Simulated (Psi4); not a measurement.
# CH3Cl3Si (methyltrichlorosilane) at PBE/cc-pVDZ

Aim: the energy change on altering one bond length of CH3Cl3Si (methyltrichlorosilane) at PBE/cc-pVDZ, from 2 runs. 

The results are computed with Psi4 1.11.

5 further runs of the same task are left out: 5 that didn't finish.

## Step 1: Starting point

The species is CH3Cl3Si (8 atoms), meant as a singlet with charge 0. SMILES: `C[Si](Cl)(Cl)Cl`. The coordinates come from a PBE0-D4/def2-TZVP relaxation.

Bond lengths: C1–Si2 1.841 Å, Si2–Cl3 2.039 Å, Si2–Cl4 2.039 Å, Si2–Cl5 2.039 Å, C1–H6 1.092 Å, C1–H7 1.092 Å, C1–H8 1.092 Å. Some angles: C1–Si2–Cl3 110.7°, C1–Si2–Cl4 110.7°, C1–Si2–Cl5 110.6°, Cl3–Si2–Cl4 108.3°, Cl3–Si2–Cl5 108.3°, Cl4–Si2–Cl5 108.3°, Si2–C1–H6 110.0°, Si2–C1–H7 110.0°, Si2–C1–H8 110.0°, H6–C1–H7 109.0°.

## Step 2: The energy at PBE/cc-pVDZ

Contents of ch3cl3si.xyz:

```xyz
8
CH3Cl3Si
C     -0.728900    -0.279600     0.686100
Si     0.568900     0.197900    -0.528700
Cl     2.360400    -0.640000    -0.033600
Cl     0.065900    -0.429500    -2.402200
Cl     0.801200     2.223000    -0.573800
H     -0.844500    -1.365200     0.700800
H     -0.448300     0.061100     1.684800
H     -1.682600     0.175200     0.410800
```

Contents of job.py:

```python
import psi4

psi4.set_memory(1600000000)
psi4.set_num_threads(1)
psi4.core.set_output_file('run.log', False)

with open('ch3cl3si.xyz') as f:
    atoms = ''.join(f.readlines()[2:])
geom = psi4.geometry('0 1\n' + atoms + 'symmetry c1\nno_reorient\nno_com')

psi4.set_options({
    'basis': 'cc-pVDZ',
    'reference': 'rks',
    'puream': True,
    'e_convergence': 1e-09,
    'd_convergence': 1e-08,
    'scf_type': 'pk',
    'dft_radial_points': 99,
    'dft_spherical_points': 590,
})

result, w = psi4.energy('pbe', molecule=geom, return_wfn=True)
psi4.oeprop(w, 'LOWDIN_CHARGES', 'WIBERG_LOWDIN_INDICES', 'QUADRUPOLE')
print('E =', round(result, 9))
for k, v in sorted(psi4.core.scalar_variables().items()):
    print(f'{k:45s} {v:18.10f}')
```

On the command line:

```
python job.py
```

run.log, shortened:

```text
[...]
  Running in c1 symmetry.
[...]
  Nuclear repulsion =  440.297333645516005
[...]
  Multiplicity = 1
[...]
  Nalpha       = 37
  Nbeta        = 37
[...]
    Number of basis functions: 101
[...]
   @RKS iter   1: -1709.07388922661767    2.94308e-01   7.81664e-03 ADIIS/DIIS
[...]
   @RKS iter  11: -1709.40612709653328   -2.27374e-13   1.31448e-09 DIIS
[...]
    Orbital Energies [Eh]
    ---------------------
    Doubly Occupied:
       1A   -100.681422     2A   -100.681418     3A   -100.681406
       4A    -65.529092     5A     -9.912254     6A     -9.183861
       7A     -9.183811     8A     -9.183800     9A     -7.005732
      10A     -7.005727    11A     -7.005714    12A     -6.998446
      13A     -6.998443    14A     -6.998430    15A     -6.998339
      16A     -6.998337    17A     -6.998322    18A     -5.152719
      19A     -3.565690    20A     -3.565690    21A     -3.561686
      22A     -0.794779    23A     -0.756664    24A     -0.756649
      25A     -0.661268    26A     -0.481257    27A     -0.404099
      28A     -0.404096    29A     -0.367750    30A     -0.367745
      31A     -0.364620    32A     -0.314050    33A     -0.314045
      34A     -0.290792    35A     -0.290784    36A     -0.289065
[...]
  @RKS Final Energy: -1709.40612709653328
   => Energetics <=
    Nuclear Repulsion Energy =            440.2973336455160052
    One-Electron Energy =               -3238.3903938455828211
    Two-Electron Energy =                1200.2570268620233946
    DFT Exchange-Correlation Energy =    -111.5700937584900174
    Empirical Dispersion Energy =           0.0000000000000000
    VV10 Nonlocal Energy =                  0.0000000000000000
    Total Energy =                      -1709.4061270965332824
[...]
 Multipole Moments:
 ------------------------------------------------------------------------------------
     Multipole            Electronic (a.u.)      Nuclear  (a.u.)        Total (a.u.)
 ------------------------------------------------------------------------------------
 L = 1.  Multiply by 2.5417464519 to convert [e a0] to [Debye]
 Dipole X            :       -105.4330422          104.8482415           -0.5848007
 Dipole Y            :        -37.2041543           36.9887433           -0.2154110
 Dipole Z            :         98.1554387          -97.6081338            0.5473049
 Magnitude           :                                                    0.8294193
 L = 2.  Multiply by 1.3450342976 to convert [e a0^2] to [Debye ang]
 Quadrupole XX       :       -461.6336136          418.4070928          -43.2265209
 Quadrupole XY       :        -27.6682474           27.6598758           -0.0083716
[...]
```

Standard output:

```text
E = -1709.406127097
CURRENT ENERGY                                  -1709.4061270965
CURRENT REFERENCE ENERGY                        -1709.4061270965
DD SOLVATION ENERGY                                 0.0000000000
DFT FUNCTIONAL TOTAL ENERGY                     -1709.4061270965
DFT TOTAL ENERGY                                -1709.4061270965
DFT VV10 ENERGY                                     0.0000000000
DFT XC ENERGY                                    -111.5700937585
GRID ELECTRONS ALPHA                               36.9999998792
GRID ELECTRONS BETA                                36.9999998792
GRID ELECTRONS TOTAL                               73.9999997584
NUCLEAR REPULSION ENERGY                          440.2973336455
ONE-ELECTRON ENERGY                             -3238.3903938456
PCM POLARIZATION ENERGY                             0.0000000000
PE ENERGY                                           0.0000000000
SCF ITERATION ENERGY                            -1709.4061270965
SCF ITERATIONS                                     11.0000000000
SCF TOTAL ENERGY                                -1709.4061270965
TWO-ELECTRON ENERGY                              1200.2570268620
XC GRID RADIAL POINTS                              99.0000000000
XC GRID SPHERICAL POINTS                          590.0000000000
XC GRID TOTAL POINTS                           434580.0000000000
```

Run time: 35 s. Hardware: 1 thread of Intel Xeon 6975P-C (Granite Rapids), shared host; peak memory 0.79 GiB.

## Step 3: The distorted shape: energy and forces at PBE/cc-pVDZ

Contents of ch3cl3si.xyz:

```xyz
8
CH3Cl3Si
C     -0.326503     0.222316     2.184889
Si     0.971297     0.699816     0.970089
Cl     2.762797    -0.138084     1.465189
Cl     0.065900    -0.429500    -2.402200
Cl     1.203597     2.724916     0.924989
H     -0.442103    -0.863284     2.199589
H     -0.045903     0.563016     3.183589
H     -1.280203     0.677116     1.909589
```

Contents of run.py:

```python
import numpy as np
from ase.calculators.psi4 import Psi4
from ase.io import read

a = read('ch3cl3si.xyz')
calc = Psi4(atoms=a, method='pbe', basis='cc-pVDZ', memory='1600MB', num_threads=1, charge=0, multiplicity=1, label='calc')
calc.psi4.set_options({'puream': True, 'e_convergence': 1e-09, 'd_convergence': 1e-08, 'scf_type': 'pk', 'dft_radial_points': 99, 'dft_spherical_points': 590})
a.calc = calc

forces = a.get_forces()
print(f'energy: {a.get_potential_energy():.6f} eV')
print('forces / eV A^-1')
print(np.round(forces, 5))
```

On the command line:

```
python run.py
```

calc.dat, shortened:

```text
[...]
  Running in c1 symmetry.
[...]
  Nuclear repulsion =  377.672279406199436
[...]
  Multiplicity = 1
[...]
  Nalpha       = 37
  Nbeta        = 37
[...]
    Number of basis functions: 101
[...]
   @RKS iter   1: -1708.85330045963178    1.15063e-01   8.17436e-03 DIIS/ADIIS
[...]
   @RKS iter  15: -1709.27970484003572    1.13687e-12   8.40025e-09 DIIS
[...]
  @RKS Final Energy: -1709.27970484003572
   => Energetics <=
    Nuclear Repulsion Energy =            377.6722794061994364
    One-Electron Energy =               -3112.4451384761273403
    Two-Electron Energy =                1136.8939149985235417
    DFT Exchange-Correlation Energy =    -111.4007607686311871
    Empirical Dispersion Energy =           0.0000000000000000
    VV10 Nonlocal Energy =                  0.0000000000000000
    Total Energy =                      -1709.2797048400357198
[...]
 Multipole Moments:
 ------------------------------------------------------------------------------------
     Multipole            Electronic (a.u.)      Nuclear  (a.u.)        Total (a.u.)
 ------------------------------------------------------------------------------------
 L = 1.  Multiply by 2.5417464519 to convert [e a0] to [Debye]
 Dipole X            :          5.4415798           -5.4243331            0.0172467
 Dipole Y            :          2.1989727           -1.6646394            0.5343334
 Dipole Z            :         -4.0498719            6.8330679            2.7831961
 Magnitude           :                                                    2.8340766
[...]
  -Total Gradient:
     Atom            X                  Y                   Z
    ------   -----------------  -----------------  -----------------
       1        0.010316782022     0.006601424097     0.005336703698
       2        0.001869560376     0.004185411312     0.016945395438
       3       -0.009988887082     0.007603700748     0.002602152119
       4       -0.006312423548    -0.008243915640    -0.025475700483
       5        0.000276419157    -0.011210335435     0.006156212105
       6        0.001443953988     0.010477710739     0.000283022932
       7       -0.006913585469    -0.005427392355    -0.008854279653
       8        0.009302865803    -0.003989663676     0.003005635755
[...]
```

The script printed:

```text
energy: -46511.869872 eV
forces / eV A^-1
[[-0.53051 -0.33946 -0.27442]
 [-0.09614 -0.21522 -0.87137]
 [ 0.51365 -0.391   -0.13381]
 [ 0.3246   0.42392  1.31001]
 [-0.01421  0.57646 -0.31657]
 [-0.07425 -0.53879 -0.01455]
 [ 0.35551  0.27909  0.45531]
 [-0.47837  0.20516 -0.15456]]
```

It took 74 s on 1 thread of Intel Xeon 6975P-C (Granite Rapids), shared host; peak memory 0.88 GiB.

## Step 4: Outcome

Level: PBE/cc-pVDZ.

| quantity | value |
| --- | --- |
| first shape: total energy | -1709.40613 Eh |
| first shape: dipole moment | 2.11 D |
| first shape: HOMO energy | -7.61 eV |
| first shape: LUMO energy | -0.56 eV |
| first shape: HOMO–LUMO gap | 7.05 eV |
| distorted shape: total energy | -1709.27970 Eh |
| distorted shape: dipole moment | 7.20 D |
| distorted shape: HOMO energy | -5.62 eV |
| distorted shape: LUMO energy | -5.22 eV |
| distorted shape: HOMO–LUMO gap | 0.40 eV |
| distorted shape: largest force on an atom | 1.415 eV/Å |
| energy change with the Si2–Cl4 bond stretched from 2.039 to 3.670 Å | 3.440 eV |

**Reading.** One bond (distorted shape) is far stretched, which a spin-restricted single reference describes badly; a broken-symmetry solution may lie lower. With the Si2–Cl4 bond stretched from 2.039 to 3.670 Å the energy rises by 3.44 eV (79 kcal/mol). The first shape isn't relaxed at this level, so the change isn't measured from a minimum. A restricted reference can't describe the breaking bond well at this length.
